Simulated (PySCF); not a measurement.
# C4H4N2SSi: magnetic properties

Computed with PySCF 2.14.0 and routines of our own; the level stands in each step. Atoms count from 0.

## 1. The starting structure

12 atoms, charge 0, multiplicity 1; geometry from: GFN2-xTB.

## 2. Magnetic properties: GIAO PBE/pcSseg-1

Job settings and geometry (Å):

```
{"job": {"kind": "mag", "xc": "PBE", "basis": "pcSseg-1", "isotopologues": 2}, "charge": 0, "multiplicity": 1}
C     -1.502767    -2.344871     0.159100
C     -0.520410    -1.653350     0.103528
C      0.621600    -0.858955     0.039915
S      2.231476    -1.486991     0.054462
N      2.850427     0.049747    -0.045381
N      1.972511     0.945291    -0.085957
C      0.698831     0.524964    -0.043146
Si    -0.737169     1.737484    -0.095311
H     -2.364070    -2.941039     0.206822
H     -0.168345     3.076067    -0.183140
H     -1.523783     1.546593     1.125865
H     -1.557104     1.404373    -1.262785
```

With the program's defaults for keys left out, this is: GIAO PBE/pcSseg-1 magnetisability, rotational g tensor and spin-rotation constants, non-relativistic, gas phase.

The run is started by

```console
> OMP_NUM_THREADS=1 python excited_run.py task.json out
```

The driver reads the jobs from task.json and runs them one after another.

Q: Estimate the wall time and peak memory of this first job on 1 thread of Arm Neoverse V2, shared host.

About 28 s, with a peak of 0.66 GiB.
